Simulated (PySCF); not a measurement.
# C6H6O2S: excited states, first hyperpolarisability

Aim: compute the excited states, first hyperpolarisability of C6H6O2S (`COC(=O)c1cccs1`).

Programs: PySCF 2.14.0, with routines of our own; each step states its level. All values are computed. Atoms count from 0.

## 1. The system as given

15 atoms, charge 0, multiplicity 1; geometry from: GFN2-xTB.

## 2. Optimising the geometry at PBE0-D3(BJ)/def2-SVP

Job settings and geometry (Å):

```
{"job": {"xc": "PBE0", "basis": "def2-SVP", "d3": "d3bj", "grid": 2, "kind": "geom"}, "charge": 0, "multiplicity": 1}
C      3.071947     0.317386     0.354973
O      1.665593     0.502682     0.387043
C      0.904832    -0.438797    -0.197634
O      1.337017    -1.429420    -0.735395
C     -0.512056    -0.110033    -0.092413
C     -1.566426    -0.845806    -0.568563
C     -2.807604    -0.244262    -0.301261
C     -2.678498     0.934192     0.370530
S     -1.044917     1.336558     0.692265
H      3.501970     0.956646    -0.418118
H      3.304562    -0.726883     0.137965
H      3.460946     0.603378     1.330608
H     -1.432229    -1.777799    -1.086628
H     -3.752789    -0.664907    -0.593111
H     -3.456762     1.595055     0.697827
```

On the command line:

```sh
> OMP_NUM_THREADS=1 python excited_run.py task.json out
```

One launch serves the whole session: the jobs run in the order shown.

Log:

```text
step   0  E = -779.92857310  max force = 0.010444
step   1  E = -779.92960298  max force = 0.001516
step   2  E = -779.92986365  max force = 0.001670
step   3  E = -779.92992347  max force = 0.005522
step   4  E = -779.93018322  max force = 0.001878
step   5  E = -779.93023495  max force = 0.001423
step   6  E = -779.93028481  max force = 0.000712
step   7  E = -779.93038532  max force = 0.001776
step   8  E = -779.93042697  max force = 0.003715
step   9  E = -779.93050857  max force = 0.002271
step  10  E = -779.93053415  max force = 0.000471
step  11  E = -779.93054531  max force = 0.000186
optimisation converged
```

Run time: 1.9 min. Hardware: 1 thread of Arm Neoverse V2, shared host; peak memory 0.76 GiB.

Along the way:

```csv
step,energy from step 0 (eV),largest force component (eV/Å)
0,0.0000,0.5371
1,-0.0280,0.0780
2,-0.0351,0.0859
3,-0.0367,0.2840
4,-0.0438,0.0966
5,-0.0452,0.0732
6,-0.0466,0.0366
7,-0.0493,0.0913
8,-0.0504,0.1910
9,-0.0527,0.1168
10,-0.0534,0.0242
11,-0.0537,0.0096
```

Distances of close pairs at the start and the end, largest changes first:

```csv
bond,before (Å),after (Å),change (Å)
C7–H14,1.072,1.090,+0.018
C5–H12,1.075,1.090,+0.016
C6–H13,1.075,1.090,+0.016
C6–C7,1.363,1.375,+0.013
C5–C6,1.405,1.416,+0.011
C2–C4,1.458,1.468,+0.010
C0–H9,1.091,1.100,+0.009
C0–H10,1.092,1.100,+0.008
```

The final coordinates are the input of the step that follows.

```csv
at the end point,value
point group (found at 0.08 Å tolerance),Cs
"rotational constants (GHz, main isotopes)","3.356, 0.972, 0.758"
dipole moment (D),1.65
```

## 3. Excited states: TDA wB97X-D/def2-TZVP

Job settings and geometry (Å):

```
{"job": {"kind": "states", "xc": "wB97X-D", "basis": "def2-TZVP", "tda": true, "soc": true, "nstates": 6, "ntriplets": 5, "nquad": 4}, "charge": 0, "multiplicity": 1}
C      2.988648    -0.063302     0.662954
O      1.598139     0.193605     0.724032
C      0.823422    -0.604586    -0.022576
O      1.248519    -1.495012    -0.714466
C     -0.597435    -0.257800     0.107138
C     -1.638083    -0.888895    -0.536744
C     -2.896089    -0.325856    -0.213010
C     -2.783361     0.722185     0.670133
S     -1.159399     1.028560     1.111202
H      3.363222     0.049899    -0.365242
H      3.213515    -1.085607     1.001559
H      3.466060     0.669286     1.323726
H     -1.470175    -1.727107    -1.213595
H     -3.848864    -0.674648    -0.612637
H     -3.585407     1.332186     1.085164
```

With the program's defaults for keys left out, this is: TDA wB97X-D/def2-TZVP excited states, vertical, gas phase, spin-orbit mean-field couplings.

Log:

```text
coarse grid: 14032 points
cycle   1  E = -780.7430740221  dE =  2.022e+00  |g| = 9.771e-01  |ddm| = 3.418e+00
cycle   2  E = -780.6030295193  dE =  1.400e-01  |g| = 1.382e+00  |ddm| = 1.967e+00
cycle   3  E = -780.9226633113  dE = -3.196e-01  |g| = 1.606e-01  |ddm| = 1.243e+00
cycle   4  E = -780.9263255269  dE = -3.662e-03  |g| = 8.551e-02  |ddm| = 1.700e-01
cycle   5  E = -780.9276025549  dE = -1.277e-03  |g| = 1.168e-02  |ddm| = 7.669e-02
cycle   6  E = -780.9276405929  dE = -3.804e-05  |g| = 4.764e-03  |ddm| = 2.190e-02
cycle   7  E = -780.9276475845  dE = -6.992e-06  |g| = 1.766e-03  |ddm| = 8.696e-03
final grid: 133648 points
cycle   8  E = -780.9130131625  dE = -2.211e-04  |g| = 8.078e-03  |ddm| = 1.187e-01
cycle   9  E = -780.9130158840  dE = -2.721e-06  |g| = 6.633e-03  |ddm| = 1.385e-02
cycle  10  E = -780.9130244029  dE = -8.519e-06  |g| = 1.345e-03  |ddm| = 5.307e-03
cycle  11  E = -780.9130247785  dE = -3.756e-07  |g| = 6.867e-04  |ddm| = 1.887e-03
cycle  12  E = -780.9130248727  dE = -9.415e-08  |g| = 2.188e-04  |ddm| = 6.430e-04
cycle  13  E = -780.9130248850  dE = -1.230e-08  |g| = 6.737e-05  |ddm| = 3.200e-04
cycle  14  E = -780.9130248869  dE = -1.881e-09  |g| = 2.691e-05  |ddm| = 1.149e-04
cycle  15  E = -780.9130248873  dE = -4.372e-10  |g| = 9.943e-06  |ddm| = 8.423e-05
converged SCF energy = -780.9130248873

Singlet excitations
state   eV       nm        f     d(h-e)  d(exc)  Lambda  PR(NTO)  |dmu|/D   mu/D   main configurations
  1   5.2826   234.7   0.00012   1.409   2.805   0.380   1.008    4.127    2.898   H-2->L 0.87
  2   5.3232   232.9   0.25151   0.767   2.875   0.732   1.195    2.145    3.685   H->L 0.68, H-1->L 0.22
  3   5.6107   221.0   0.17593   0.311   2.838   0.681   1.243    1.010    2.582   H-1->L 0.65, H->L 0.24
  4   6.6432   186.6   0.00027   1.302   2.828   0.431   1.008    2.731    1.670   H->L+2 0.96
  5   6.6605   186.1   0.00019   0.816   2.535   0.448   1.008                     H-1->L+2 0.95
  6   7.1701   172.9   0.03724   2.261   3.470   0.434   1.176                     H-3->L 0.90

Triplet excitations (Tamm-Dancoff)
state   eV     d(h-e)  d(exc)  Lambda  PR(NTO)   main configurations
  1   3.4281   0.280   2.636   0.763   1.062   H->L 0.92
  2   4.1319   0.440   2.701   0.655   1.033   H-1->L 0.92
  3   4.9004   1.295   2.710   0.379   1.008   H-2->L 0.83, H-2->L+1 0.09
  4   5.6079   0.533   2.564   0.632   1.872   H->L+1 0.49, H-3->L 0.30, H-6->L 0.09
  5   5.8239   0.874   2.740   0.573   1.775   H-3->L 0.43, H->L+1 0.32
S1 - T1 = 1.8545 eV

Spin-orbit couplings |<S|Hso|T>| (cm-1)
             T1       T2       T3       T4       T5
S0        0.203    0.084   50.273    0.470    0.456
S1       15.823   22.317    0.357   31.641   18.550
S2        0.172    0.355   19.256    0.360    0.205
S3        0.044    0.206   20.880    0.037    0.043
S4       49.111   14.020    0.218   10.378    3.124
S5       12.140   48.475    0.015    6.991    0.452
S6        0.024    0.127   29.517    0.039    0.034
T1 sublevels (cm-1): 0.000 0.099 0.101   radiative rates (1/s): 0.411 0.000476 0.000132
```

Run time: 78 s. Hardware: 1 thread of Arm Neoverse V2, shared host; peak memory 1.3 GiB.

From this job:

```csv
quantity,value
S1 less T1,1.85 eV
```

The fields below are evaluated on a grid from the run's orbitals.

Frontier orbitals at wB97X-D/def2-TZVP, with the share of their density that lies nearest to each atom:

```csv
orbital,energy (eV),lies on
HOMO,-8.95,"C4, C7 about 30 % each; C6 13 %; C5 9 %"
LUMO,0.19,S8 16 %; 4 C atoms about 15 % each; O3 10 %
```

ELF in a plane through or near 13 of the atoms.

Values, 10 rows by 14 columns:
```
0.00 0.00 0.00 0.00 0.00 0.00 0.00 0.00 0.00 0.00 0.00 0.00 0.00 0.00
0.00 0.00 0.00 0.00 0.00 0.00 0.00 0.16 0.17 0.00 0.00 0.00 0.00 0.00
0.00 0.00 0.02 0.33 0.00 0.00 0.03 0.87 0.85 0.05 0.61 0.90 0.00 0.00
0.00 0.00 0.96 1.00 0.09 0.72 0.04 0.66 0.61 0.73 0.96 0.98 0.08 0.00
0.00 0.00 0.26 0.71 0.58 0.60 0.18 0.74 0.68 0.53 0.68 0.06 0.00 0.00
0.00 0.00 0.06 0.67 0.40 0.63 0.26 0.41 0.80 0.70 0.47 0.91 0.39 0.00
0.00 0.00 0.01 0.08 0.07 0.78 0.73 0.09 0.52 0.62 0.52 0.99 0.69 0.00
0.00 0.00 0.00 0.00 0.39 0.87 0.88 0.03 1.00 0.85 0.01 0.26 0.01 0.00
0.00 0.00 0.00 0.00 0.01 0.12 0.17 0.00 0.68 0.36 0.00 0.00 0.00 0.00
0.00 0.00 0.00 0.00 0.00 0.00 0.00 0.00 0.00 0.00 0.00 0.00 0.00 0.00
```
The map spans 12.8 Å across and 9.3 Å up, centred on the molecule. Atoms in the plane (x, y in Å): C0 (-3.1, 0.3), O1 (-1.7, 0.6), C2 (-0.9, -0.5), O3 (-1.3, -1.6), C4 (0.5, -0.1), C5 (1.6, -1.0), C6 (2.8, -0.3), C7 (2.7, 1.1), S8 (1.0, 1.6), H11 (-3.6, 1.3), H12 (1.4, -2.0), H13 (3.8, -0.8), H14 (3.5, 1.8).

On the surface of density 0.002 e/bohr³ the electrostatic potential runs, from the 1st to the 99th percentile, from -1.63 V near O3 to 1.26 V near H14.

## 4. Excited states: TDDFT CAM-B3LYP/aug-cc-pVDZ

Settings changed since step 3:

```diff
@@ -1,2 +1,2 @@
-{"job": {"kind": "states", "xc": "wB97X-D", "basis": "def2-TZVP", "tda": true, "soc": true, "nstates": 6, "ntriplets": 5, "nquad": 4}, "charge": 0, "multiplicity": 1}
+{"job": {"kind": "states", "xc": "CAM-B3LYP", "basis": "aug-cc-pVDZ", "tpa": true, "nstates": 8, "nquad": 6, "ntriplets": 0}, "charge": 0, "multiplicity": 1}
 C      2.988648    -0.063302     0.662954
```

With the program's defaults for keys left out, this is: TDDFT CAM-B3LYP/aug-cc-pVDZ excited states, vertical, gas phase, two-photon moments by quadratic response.

Log:

```text
coarse grid: 14032 points
cycle   1  E = -780.5737230994  dE =  2.013e+00  |g| = 9.113e-01  |ddm| = 1.592e+01
cycle   2  E = -780.3745421196  dE =  1.992e-01  |g| = 1.420e+00  |ddm| = 6.937e+00
cycle   3  E = -780.7375605591  dE = -3.630e-01  |g| = 1.757e-01  |ddm| = 4.469e+00
cycle   4  E = -780.7423406893  dE = -4.780e-03  |g| = 8.409e-02  |ddm| = 3.824e-01
cycle   5  E = -780.7436428514  dE = -1.302e-03  |g| = 1.155e-02  |ddm| = 1.637e-01
cycle   6  E = -780.7436743737  dE = -3.152e-05  |g| = 4.768e-03  |ddm| = 7.469e-02
cycle   7  E = -780.7436810921  dE = -6.718e-06  |g| = 1.380e-03  |ddm| = 2.111e-02
final grid: 133648 points
cycle   8  E = -780.7653237596  dE = -1.801e-05  |g| = 3.946e-03  |ddm| = 2.863e-01
cycle   9  E = -780.7653228548  dE =  9.048e-07  |g| = 4.466e-03  |ddm| = 3.279e-02
cycle  10  E = -780.7653279588  dE = -5.104e-06  |g| = 5.108e-04  |ddm| = 1.739e-02
cycle  11  E = -780.7653280230  dE = -6.426e-08  |g| = 1.504e-04  |ddm| = 1.712e-03
cycle  12  E = -780.7653280299  dE = -6.810e-09  |g| = 5.410e-05  |ddm| = 7.970e-04
cycle  13  E = -780.7653280308  dE = -9.773e-10  |g| = 1.551e-05  |ddm| = 2.694e-04
converged SCF energy = -780.7653280308

Singlet excitations
state   eV       nm        f     d(h-e)  d(exc)  Lambda  PR(NTO)  |dmu|/D   mu/D   delta(TPA)   sigma/GM   main configurations
  1   5.0543   245.3   0.23327   0.684   2.905   0.725   1.214    1.978    3.496      127.70      1.195   H->L 0.88
  2   5.2638   235.5   0.00002   1.386   2.816   0.368   1.010    3.999    2.759        0.00      0.000   H-2->L 0.86
  3   5.3602   231.3   0.10179   0.428   2.897   0.638   1.280    1.428    3.018       33.28      0.350   H-1->L 0.85
  4   6.3288   195.9   0.00678   1.611   4.346   0.216   1.015    7.755    6.481       66.96      0.983   H->L+1 0.78
  5   6.5771   188.5   0.00109   1.306   3.504   0.236   1.021    5.389    3.582       31.88      0.505   H-1->L+1 0.34, H-1->L+7 0.15, H-1->L+12 0.13
  6   6.6382   186.8   0.00076   0.903   3.733   0.240   1.021    1.810    1.603        5.66      0.091   H->L+7 0.33, H->L+3 0.25, H->L+12 0.14
  7   6.8463   181.1   0.00164   0.352   4.042   0.230   1.295                                            H-1->L+1 0.42, H-1->L+7 0.17, H-1->L+3 0.10
  8   6.9756   177.7   0.00955   1.941   3.393   0.450   1.487                                            H-3->L 0.79, H->L+8 0.12
```

Run time: 71 s. Hardware: 1 thread of Arm Neoverse V2, shared host; peak memory 1.1 GiB.

## 5. First hyperpolarisability: quadratic response CAM-B3LYP/aug-cc-pVDZ

Settings changed since step 4:

```diff
@@ -1,2 +1,2 @@
-{"job": {"kind": "states", "xc": "CAM-B3LYP", "basis": "aug-cc-pVDZ", "tpa": true, "nstates": 8, "nquad": 6, "ntriplets": 0}, "charge": 0, "multiplicity": 1}
+{"job": {"kind": "beta", "xc": "CAM-B3LYP", "basis": "aug-cc-pVDZ"}, "charge": 0, "multiplicity": 1}
 C      2.988648    -0.063302     0.662954
```

Level: quadratic response CAM-B3LYP/aug-cc-pVDZ first hyperpolarisability, Taylor convention, gas phase.

Log:

```text
coarse grid: 14032 points
cycle   1  E = -780.5737230994  dE =  2.013e+00  |g| = 9.113e-01  |ddm| = 1.592e+01
cycle   2  E = -780.3745421196  dE =  1.992e-01  |g| = 1.420e+00  |ddm| = 6.937e+00
cycle   3  E = -780.7375605591  dE = -3.630e-01  |g| = 1.757e-01  |ddm| = 4.469e+00
cycle   4  E = -780.7423406893  dE = -4.780e-03  |g| = 8.409e-02  |ddm| = 3.824e-01
cycle   5  E = -780.7436428514  dE = -1.302e-03  |g| = 1.155e-02  |ddm| = 1.637e-01
cycle   6  E = -780.7436743737  dE = -3.152e-05  |g| = 4.768e-03  |ddm| = 7.469e-02
cycle   7  E = -780.7436810921  dE = -6.718e-06  |g| = 1.380e-03  |ddm| = 2.111e-02
final grid: 133648 points
cycle   8  E = -780.7653237596  dE = -1.801e-05  |g| = 3.946e-03  |ddm| = 2.863e-01
cycle   9  E = -780.7653228548  dE =  9.048e-07  |g| = 4.466e-03  |ddm| = 3.279e-02
cycle  10  E = -780.7653279588  dE = -5.104e-06  |g| = 5.108e-04  |ddm| = 1.739e-02
cycle  11  E = -780.7653280230  dE = -6.426e-08  |g| = 1.504e-04  |ddm| = 1.712e-03
cycle  12  E = -780.7653280299  dE = -6.810e-09  |g| = 5.410e-05  |ddm| = 7.970e-04
cycle  13  E = -780.7653280308  dE = -9.773e-10  |g| = 1.551e-05  |ddm| = 2.694e-04
converged SCF energy = -780.7653280308

Lowest singlets (eV, f): 5.0543 0.2333  5.2638 0.0000  5.3602 0.1018

First hyperpolarisability (au)
process     nm      |vector|   parallel      HRS      DR
static         -      159.98      59.18      97.88   2.411
shg       1907.0      180.82      68.48     107.27   2.512
eope      1907.0      166.55      62.12          -       -
shg       1064.0      241.75      95.61     134.18   2.776
eope      1064.0      182.42       69.2          -       -
```

Run time: 57 s. Hardware: 1 thread of Arm Neoverse V2, shared host; peak memory 1.1 GiB.

## 6. Excited states: TDA wB97X-D/def2-TZVP in tetrahydrofuran

Settings changed since step 5:

```diff
@@ -1,2 +1,2 @@
-{"job": {"kind": "beta", "xc": "CAM-B3LYP", "basis": "aug-cc-pVDZ"}, "charge": 0, "multiplicity": 1}
+{"job": {"kind": "states", "xc": "wB97X-D", "basis": "def2-TZVP", "tda": true, "soc": true, "nstates": 6, "ntriplets": 5, "nquad": 4, "solvent": "tetrahydrofuran"}, "charge": 0, "multiplicity": 1}
 C      2.988648    -0.063302     0.662954
```

Method: TDA wB97X-D/def2-TZVP excited states, vertical, IEF-PCM tetrahydrofuran (non-equilibrium response), spin-orbit mean-field couplings.

Log:

```text
coarse grid: 14032 points
cycle   1  E = -780.7595126376  dE =  2.006e+00  |g| = 9.623e-01  |ddm| = 3.415e+00
cycle   2  E = -780.6567305571  dE =  1.028e-01  |g| = 1.292e+00  |ddm| = 1.703e+00
cycle   3  E = -780.9324516592  dE = -2.757e-01  |g| = 1.224e-01  |ddm| = 1.044e+00
cycle   4  E = -780.9343932277  dE = -1.942e-03  |g| = 7.665e-02  |ddm| = 1.362e-01
cycle   5  E = -780.9354106706  dE = -1.017e-03  |g| = 1.057e-02  |ddm| = 7.068e-02
cycle   6  E = -780.9354421297  dE = -3.146e-05  |g| = 4.681e-03  |ddm| = 2.338e-02
cycle   7  E = -780.9354486339  dE = -6.504e-06  |g| = 1.475e-03  |ddm| = 8.005e-03
final grid: 133648 points
cycle   8  E = -780.9208046529  dE = -2.234e-04  |g| = 7.662e-03  |ddm| = 1.191e-01
cycle   9  E = -780.9208088429  dE = -4.190e-06  |g| = 5.676e-03  |ddm| = 1.294e-02
cycle  10  E = -780.9208146323  dE = -5.789e-06  |g| = 1.114e-03  |ddm| = 4.212e-03
cycle  11  E = -780.9208148959  dE = -2.636e-07  |g| = 5.379e-04  |ddm| = 1.588e-03
cycle  12  E = -780.9208149556  dE = -5.962e-08  |g| = 2.001e-04  |ddm| = 5.354e-04
cycle  13  E = -780.9208149674  dE = -1.180e-08  |g| = 5.554e-05  |ddm| = 2.935e-04
cycle  14  E = -780.9208149694  dE = -2.025e-09  |g| = 2.559e-05  |ddm| = 1.429e-04
cycle  15  E = -780.9208149698  dE = -4.306e-10  |g| = 8.453e-06  |ddm| = 7.046e-05
converged SCF energy = -780.9208149698

Singlet excitations
state   eV       nm        f     d(h-e)  d(exc)  Lambda  PR(NTO)  |dmu|/D   mu/D   main configurations
  1   5.1792   239.4   0.33104   0.791   2.892   0.735   1.150    2.588    4.720   H->L 0.78, H-1->L 0.14
  2   5.4326   228.2   0.00009   1.366   2.788   0.387   1.009    4.492    2.741   H-2->L 0.88
  3   5.5091   225.1   0.21071   0.416   2.848   0.670   1.189    1.495    3.669   H-1->L 0.75, H->L 0.15
  4   6.6800   185.6   0.00009   1.148   2.746   0.439   1.006    2.909    2.259   H->L+2 0.72, H-1->L+2 0.25
  5   6.6947   185.2   0.00039   0.959   2.605   0.449   1.009                     H-1->L+2 0.71, H->L+2 0.25
  6   7.1412   173.6   0.00397   0.774   2.863   0.507   1.055                     H-4->L 0.91

Triplet excitations (Tamm-Dancoff)
state   eV     d(h-e)  d(exc)  Lambda  PR(NTO)   main configurations
  1   3.4185   0.290   2.648   0.752   1.058   H->L 0.90
  2   4.1079   0.478   2.715   0.658   1.031   H-1->L 0.91
  3   5.0618   1.262   2.700   0.386   1.009   H-2->L 0.84, H-2->L+1 0.09
  4   5.6644   0.336   2.552   0.687   1.704   H->L+1 0.63, H-3->L 0.17, H-6->L 0.10
  5   5.8380   1.090   2.788   0.521   1.518   H-3->L 0.57, H->L+1 0.18
S1 - T1 = 1.7607 eV

Spin-orbit couplings |<S|Hso|T>| (cm-1)
             T1       T2       T3       T4       T5
S0        0.203    0.089   49.773    0.372    0.526
S1        0.046    0.278   18.688    0.069    0.143
S2       15.393   23.167    0.287   27.126   23.076
S3        0.056    0.182   22.903    0.036    0.051
S4       38.006   34.130    0.354    7.040    2.296
S5       32.911   36.592    0.440   10.580    0.591
S6        8.619  111.149   35.583   34.540   12.617
T1 sublevels (cm-1): 0.000 0.095 0.096   radiative rates (1/s): 0.422 0.0841 0.000137
```

It took 72 s on 1 thread of Arm Neoverse V2, shared host; peak memory 1.3 GiB.

Key values:

```csv
quantity,value
S1 less T1,1.76 eV
```

## 7. Outcome

```
                                                     quantity                                                value
                                                  point group                                                   Cs
                         rotational constants (main isotopes)                                 3.36, 0.97, 0.76 GHz
                   S1 less T1 (step 3, TDA wB97X-D/def2-TZVP)                                              1.85 eV
                        surface potential, 1st and 99th percentile                                   -1.63 V and 1.26 V
  β vector (step 5, quadratic response CAM-B3LYP/aug-cc-pVDZ)  static 160, SHG 1907.0 nm 181, SHG 1064.0 nm 242 au
S1 less T1 (step 6, TDA wB97X-D/def2-TZVP in tetrahydrofuran)                                              1.76 eV
```

**Reading.** Over 11 steps the energy fell by 0.054 eV; of the close pairs, C7–H14 changed most, 1.072 to 1.090 Å. No frequency check was run at this level, so the end point may be a saddle. In step 3, the number of triplets below S1 is 3, and the largest singlet-triplet spin-orbit coupling is S0–T3, 50.27 cm⁻¹. β grows from 160 au (static) to 242 au for doubling at 1064.0 nm: normal dispersion, which grows as twice the photon energy moves toward the bright states. In step 6, the number of triplets below S1 is 3, and the largest singlet-triplet spin-orbit coupling is S6–T2, 111.15 cm⁻¹.
